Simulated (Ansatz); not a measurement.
Predict the output of the script below (Ansatz 0.2.0, Python API).

Contents of `c2halcl2.yaml`:
```yaml
crystal:
  periodic: [false, false, false]
  atoms:
    - { symbol: C, position_ang: [1.4445, -0.1215, 1.3817] }
    - { symbol: C, position_ang: [0.5405, -0.0435, 0.5172] }
    - { symbol: Al, position_ang: [-0.8599, 0.0188, -0.8672] }
    - { symbol: Cl, position_ang: [-2.2634, -1.5819, -0.975] }
    - { symbol: Cl, position_ang: [-0.9634, 1.7564, -2.2194] }
    - { symbol: H, position_ang: [2.1438, -0.0923, 2.1166] }
basis:
  gaussian: { orbitals: def2-SVP }
hamiltonian:
  xc: pbe0
output:
  forces: true
```

`c2halcl2.py`:
```python
"""C2HAlCl2 through the session interface."""

import ansatz as az
import numpy as np


def main() -> None:
    session = az.Session.from_deck("c2halcl2.yaml")
    rep = session.plan(threads=1).execute().report

    for key in ("converged", "free_energy_ev", "reference_energy_ev", "n_frozen", "n_occupied", "n_virtual"):
        print(f"{key:22s} {rep[key]}")
    symbols = ["C", "C", "Al", "Cl", "Cl", "H"]
    field = rep["mean_field"]
    print("<S^2> =", round(abs(field["state"]["spin_squared"]), 4), " all-electron relativity setting:", field["relativity"])
    print("passes:", field["passes"])
    if "symmetry" in field:
        print("occupied orbitals by irrep:", field["symmetry"]["occupied"])

    print("forces (eV/A)")
    for symbol, f in zip(symbols, rep["forces_ev_ang"]):
        print(f"  {symbol:2s} {f[0]:9.4f} {f[1]:9.4f} {f[2]:9.4f}")
    charges = rep["charge_distribution"]
    dipole = np.array(charges["dipole_moment_e_ang"]) * 4.803205
    print("dipole (D): {:.3f} {:.3f} {:.3f}, length {:.3f}".format(*dipole, np.linalg.norm(dipole)))
    print("atom  Mulliken   Lowdin")
    for symbol, m, l in zip(symbols, charges["mulliken_charges_e"], charges["lowdin_charges_e"]):
        print(f"{symbol:4s} {m:9.3f} {l:8.3f}")


if __name__ == "__main__":
    main()
```

Running `python c2halcl2.py` prints:
```text
converged              True
free_energy_ev         -33709.00257131211
reference_energy_ev    -33709.00257131211
n_frozen               0
n_occupied             [30, 30]
n_virtual              [57, 57]
<S^2> = 0.0  all-electron relativity setting: none
passes: {'evaluations': 15, 'products': 13}
occupied orbitals by irrep: [{'A': 30}, {'A': 30}]
forces (eV/A)
  C    -4.4688    0.3880   -4.2597
  C     1.3600   -0.2444    1.1281
  Al    0.4390    0.6482    0.0510
  Cl    0.5240    0.6945   -0.0546
  Cl    0.0279   -1.4173    1.0297
  H     2.1178   -0.0690    2.1055
dipole (D): 1.176 -0.273 1.256, length 1.742
atom  Mulliken   Lowdin
C       -0.171    0.014
C       -0.089   -0.173
Al       0.818    0.038
Cl      -0.269    0.092
Cl      -0.302    0.029
H        0.013   -0.000
```

What to keep in mind:
- Total energies depend on the basis set; only differences at equal settings carry meaning.
- The geometry is a force-field or estimated start, not a minimum of this method, and the basis set is short of its limit.
- The Löwdin charges here are taken after orthogonalising the functions within each atom; they differ from plain Löwdin charges, and their signs can be unphysical.
- Run time: 5.8 s on 1 thread of Arm Neoverse N1 (shared host), peak memory 0.22 GiB.
